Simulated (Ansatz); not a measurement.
Write a Python script for Ansatz 0.2.0, Python API that makes a single point from an input written key by key of C2H6ClFSi, SMILES FC([SiH3])CCl. Use: B3LYP, def2-SVP basis, multiplicity 1.

Contents of `input.yaml`:
```yaml
crystal:
  periodic: [false, false, false]
  atoms:
    - { symbol: F, position_ang: [-1.6565, -0.4158, 0.4999] }
    - { symbol: C, position_ang: [-0.4597, 0.1794, 0.4184] }
    - { symbol: Si, position_ang: [0.7503, -1.2038, 0.5085] }
    - { symbol: C, position_ang: [-0.2884, 1.0186, -0.8621] }
    - { symbol: Cl, position_ang: [-1.4234, 2.4328, -0.7877] }
    - { symbol: H, position_ang: [-0.3405, 0.8409, 1.2972] }
    - { symbol: H, position_ang: [2.1875, -0.6443, 0.4908] }
    - { symbol: H, position_ang: [0.6921, -2.1073, -0.6462] }
    - { symbol: H, position_ang: [0.6441, -1.9664, 1.8235] }
    - { symbol: H, position_ang: [0.6546, 1.379, -1.0123] }
    - { symbol: H, position_ang: [-0.6947, 0.4299, -1.7093] }
basis:
  gaussian: { orbitals: def2-SVP }
hamiltonian:
  xc: b3lyp
output:
  forces: true
```

`deck_c2h6clfsi.py`:
```python
# -*- coding: utf-8 -*-
"""C2H6ClFSi through the session interface."""

import ansatz
import numpy as np
import pandas as pd


def main():
    session = ansatz.Session.from_deck("input.yaml")
    report = session.plan(threads=1).execute().report

    print("reference energy %16.6f eV" % report["reference_energy_ev"])
    print("total energy     %16.6f eV" % report["free_energy_ev"])
    print("occupied orbitals outside the frozen core (up, down):", report["n_occupied"], " frozen:", report["n_frozen"], " virtual:", report["n_virtual"])
    symbols = ["F", "C", "Si", "C", "Cl", "H", "H", "H", "H", "H", "H"]

    forces = np.array(report["forces_ev_ang"])
    print("largest force", round(float(np.linalg.norm(forces, axis=1).max()), 4), "eV/A, rms", round(float(np.sqrt((forces ** 2).mean())), 4))
    charges = report["charge_distribution"]
    table = pd.DataFrame({"atom": symbols, "mulliken": charges["mulliken_charges_e"], "lowdin": charges["lowdin_charges_e"]})
    print(table.round(3).to_string())
    print("dipole (e A):", np.round(charges["dipole_moment_e_ang"], 4) + 0.0)


if __name__ == "__main__":
    main()
```

```console
$ python deck_c2h6clfsi.py
reference energy    -25278.989790 eV
total energy        -25278.989790 eV
occupied orbitals outside the frozen core (up, down): [29, 29]  frozen: 0  virtual: [79, 79]
largest force 4.7656 eV/A, rms 1.278
   atom  mulliken  lowdin
0     F    -0.228   0.085
1     C     0.074  -0.171
2    Si     0.364   0.307
3     C     0.046  -0.093
4    Cl    -0.173   0.135
5     H     0.038  -0.007
6     H    -0.095  -0.087
7     H    -0.077  -0.077
8     H    -0.071  -0.071
9     H     0.050  -0.027
10    H     0.072   0.005
dipole (e A): [ 0.3356 -0.1138 -0.046 ]
```

Caveats:
- Total energies depend on the basis set; only differences at equal settings carry meaning.
- The geometry is a force-field or estimated start, not a minimum of this method, and the basis set is short of its limit.
- The Löwdin charges here are taken after orthogonalising the functions within each atom; they differ from plain Löwdin charges, and their signs can be unphysical.
- Finished in 5.6 s on 1 thread of Arm Neoverse V1, on a shared host, peak memory 0.32 GiB.
